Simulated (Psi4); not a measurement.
# InNH4 (SMILES [H][In]([H])[NH2]): M06-2X/def2-SVP (core potential)

Aim: the vertical ionisation energy of InNH4 at M06-2X/def2-SVP (core potential), from 2 runs. 

The calculation is run with Psi4 1.11.

2 further runs of the same task are left out: 2 set aside as unsound or not needed.

**1. The system as given**

InNH4: 6 atoms, total charge 0, spin state singlet. As SMILES, `[H][In]([H])[NH2]`. Geometry: a GFN2-xTB relaxation, a rough one for these elements and not checked as a minimum.

Bond lengths: In1–N4 2.019 Å, In1–H2 1.708 Å, In1–H3 1.708 Å, N4–H5 1.014 Å, N4–H6 1.015 Å. Angles: In1–N4–H5 116.9°, In1–N4–H6 117.2°, H2–In1–N4 120.5°, H3–In1–N4 120.1°, H5–N4–H6 107.7°, H2–In1–H3 119.0°.

**2. Energy and forces at M06-2X/def2-SVP (core potential)**

Contents of input.dat:

```
memory 1.6 GB

molecule system {
  In     0.457130     0.753190    -0.013990
  H      2.130310     0.765100     0.331290
  H     -0.322920     2.228340    -0.378410
  N     -0.627270    -0.933080     0.227780
  H     -1.497440    -0.996590    -0.289370
  H     -0.139810    -1.816960     0.122700
  symmetry c1
}

set globals {
  basis                def2-SVP
  puream               true
  e_convergence        1e-09
  d_convergence        1e-08
  scf_type             pk
  dft_radial_points    99
  dft_spherical_points 590
}

e, wfn = gradient("m06-2x", return_wfn=True)
print_variables()
```

On the command line:

```
$ psi4 input.dat output.dat -n 1
```

output.dat:

```text
[...]
    !!!  WARNING: ECP capability is in beta. Please check occupations closely.  !!!
[...]
  Running in c1 symmetry.
[...]
  Nuclear repulsion =   70.611866548449100
[...]
  Multiplicity = 1
[...]
  Nalpha       = 16
  Nbeta        = 16
[...]
    Number of basis functions: 60
[...]
   @RKS iter   1:  -246.87215784411080   -1.06791e+00   1.18326e-02 DIIS/ADIIS
[...]
   @RKS iter  11:  -247.10987035515160   -8.81073e-13   3.24335e-09 DIIS
[...]
    Orbital Energies [Eh]
    ---------------------
    Doubly Occupied:
       1A    -14.728108     2A     -4.872804     3A     -3.256175
       4A     -3.245881     5A     -3.244979     6A     -0.920769
       7A     -0.875313     8A     -0.869909     9A     -0.869602
      10A     -0.868974    11A     -0.844276    12A     -0.521893
      13A     -0.484167    14A     -0.381256    15A     -0.331351
      16A     -0.306710
[...]
  @RKS Final Energy:  -247.10987035515160
   => Energetics <=
    Nuclear Repulsion Energy =             70.6118665484491004
    One-Electron Energy =                -552.2415153973176984
    Two-Electron Energy =                 246.6880224003060107
    DFT Exchange-Correlation Energy =     -12.1682439065890033
    Empirical Dispersion Energy =           0.0000000000000000
    VV10 Nonlocal Energy =                  0.0000000000000000
    Total Energy =                       -247.1098703551515996
[...]
 Multipole Moments:
 ------------------------------------------------------------------------------------
     Multipole            Electronic (a.u.)      Nuclear  (a.u.)        Total (a.u.)
 ------------------------------------------------------------------------------------
 L = 1.  Multiply by 2.5417464519 to convert [e a0] to [Debye]
 Dipole X            :          9.7432469           -9.8107918           -0.0675449
 Dipole Y            :         15.2867442          -15.6196471           -0.3329029
 Dipole Z            :         -1.8616809            1.4322399           -0.4294409
 Magnitude           :                                                    0.5475456
[...]
  -Total Gradient:
     Atom            X                  Y                   Z
    ------   -----------------  -----------------  -----------------
       1       -0.003362354098    -0.006401369522    -0.002129847507
       2       -0.008983241101     0.003334168105    -0.001848391528
       3        0.006999085344    -0.006374861939     0.002905185182
       4        0.001057185925     0.005557434056     0.005635791465
       5        0.003982163350     0.000955936473    -0.001710081175
       6        0.000175465785     0.002732184417    -0.002802165820
[...]
```

It took 24 s on 1 thread of Intel Xeon Platinum 8488C (Sapphire Rapids), shared host; peak memory 0.87 GiB.

**3. The doublet cation: the energy at UM06-2X/def2-SVP (core potential)**

Contents of job.json:

```json
{
 "schema_name": "qcschema_input",
 "schema_version": 1,
 "molecule": {
  "schema_name": "qcschema_molecule",
  "schema_version": 2,
  "symbols": ["In", "H", "H", "N", "H", "H"],
  "geometry": [0.8638505, 1.42332282, -0.02643727, 4.02570246, 1.44582946, 0.62604737, -0.61023036, 4.21095231, -0.71509126, -1.18536851, -1.76326565, 0.43044182, -2.82975149, -1.88328216, -0.54683005, -0.26420261, -3.43355678, 0.2318694],
  "molecular_charge": 1,
  "molecular_multiplicity": 2,
  "fix_symmetry": "c1",
  "fix_com": true,
  "fix_orientation": true
 },
 "driver": "energy",
 "model": {
  "method": "m06-2x",
  "basis": "def2-SVP"
 },
 "keywords": {
  "reference": "uks",
  "puream": true,
  "e_convergence": 1e-09,
  "d_convergence": 1e-08,
  "scf_type": "pk",
  "dft_radial_points": 99,
  "dft_spherical_points": 590,
  "maxiter": 200,
  "scf_properties": ["MAYER_INDICES", "WIBERG_LOWDIN_INDICES", "QUADRUPOLE"]
 }
}
```

On the command line:

```
$ psi4 --qcschema job.json -n 1 --memory 1600MB
```

stdout:

```text
[...]
                   'protocols': {'error_correction': {'default_policy': True, 'policies': None},
                                 'native_files': 'none',
[...]
    !!!  WARNING: ECP capability is in beta. Please check occupations closely.  !!!
[...]
  Running in c1 symmetry.
[...]
  Nuclear repulsion =   70.611866582472686
[...]
  Multiplicity = 2
[...]
  Nalpha       = 16
  Nbeta        = 15
[...]
    Number of basis functions: 60
[...]
   @UKS iter   1:  -246.48473180872236   -6.69221e-01   1.16179e-02 DIIS/ADIIS
[...]
   @UKS iter  19:  -246.72746012850257   -4.66116e-12   5.41902e-09 DIIS
[...]
   @S^2 Observed:                7.807598087E-01
[...]
    Orbital Energies [Eh]
    ---------------------
    Alpha Occupied:
       1A    -14.933563     2A     -5.147033     3A     -3.527593
       4A     -3.524796     5A     -3.516678     6A     -1.159347
       7A     -1.152070     8A     -1.149343     9A     -1.144404
      10A     -1.135255    11A     -1.073484    12A     -0.763873
      13A     -0.720523    14A     -0.657064    15A     -0.619851
      16A     -0.505214
    Alpha Virtual:
      17A     -0.233308    18A     -0.189515    19A     -0.136096
      20A     -0.096712    21A     -0.043497    22A     -0.009741
      23A      0.004373    24A      0.024736    25A      0.037536
[...]
  @UKS Final Energy:  -246.72746012850257
   => Energetics <=
    Nuclear Repulsion Energy =             70.6118665824726861
    One-Electron Energy =                -544.1437677140676215
    Two-Electron Energy =                 238.8222998934973589
    DFT Exchange-Correlation Energy =     -12.0178588904049786
    Empirical Dispersion Energy =           0.0000000000000000
    VV10 Nonlocal Energy =                  0.0000000000000000
    Total Energy =                       -246.7274601285025710
[...]
 Multipole Moments:
 ------------------------------------------------------------------------------------
     Multipole            Electronic (a.u.)      Nuclear  (a.u.)        Total (a.u.)
 ------------------------------------------------------------------------------------
 L = 1.  Multiply by 2.5417464519 to convert [e a0] to [Debye]
 Dipole X            :         -9.1526337           10.1647989            1.0121653
 Dipole Y            :        -16.3991158           17.8868625            1.4877467
 Dipole Z            :         -2.4769800            2.0539055           -0.4230744
 Magnitude           :                                                    1.8484753
 L = 2.  Multiply by 1.3450342976 to convert [e a0^2] to [Debye ang]
 Quadrupole XX       :        -66.0193484           50.1626388          -15.8567096
 Quadrupole XY       :        -48.8201758           49.9383412            1.1181654
[...]
```

The result, in JSON:

```text
{
 "driver": "energy",
 "model": {
  "method": "m06-2x",
  "basis": "def2-SVP"
 },
 "success": true,
 "return_result": -246.72746012850257,
 "properties": {
  "calcinfo_nbasis": 60,
  "calcinfo_nmo": 60,
  "calcinfo_nalpha": 16,
  "calcinfo_nbeta": 15,
  "calcinfo_natom": 6,
  "nuclear_repulsion_energy": 70.61186658247269,
  "return_energy": -246.72746012850257,
  "scf_one_electron_energy": -544.1437677140676,
  "scf_two_electron_energy": 238.82229989349736,
  "scf_xc_energy": -12.017858890404979,
  "scf_dipole_moment": [1.012165256851718, 1.487746744771684, -0.42307443036496695],
  "scf_total_energy": -246.72746012850257,
  "scf_iterations": 19
 }
}
```

Run time: 38 s. Hardware: 1 thread of Intel Xeon Platinum 8488C (Sapphire Rapids), shared host; peak memory 0.87 GiB.

**4. Results**

At M06-2X/def2-SVP (core potential):

```
                                          quantity          value
                       singlet InNH4: total energy  -247.10987 Eh
                      singlet InNH4: dipole moment         1.39 D
                        singlet InNH4: HOMO energy       -8.35 eV
                        singlet InNH4: LUMO energy       -0.57 eV
                      singlet InNH4: HOMO–LUMO gap        7.78 eV
           singlet InNH4: largest force on an atom     0.509 eV/Å
                      doublet cation: total energy  -246.72746 Eh
doublet cation: HOMO energy (highest over α and β)      -13.75 eV
 doublet cation: LUMO energy (lowest over α and β)      -11.82 eV
                              doublet cation: ⟨S²⟩          0.781
vertical ionisation energy (to the doublet cation)      10.406 eV
```

The vertical ionisation energy comes to 10.41 eV (1004 kJ/mol). The largest force (singlet InNH4) is 0.51 eV/Å: the shape isn't a stationary point for this species at this level. −ε(HOMO) before ionisation, 8.35 eV, is 2.06 eV below this ionisation energy.
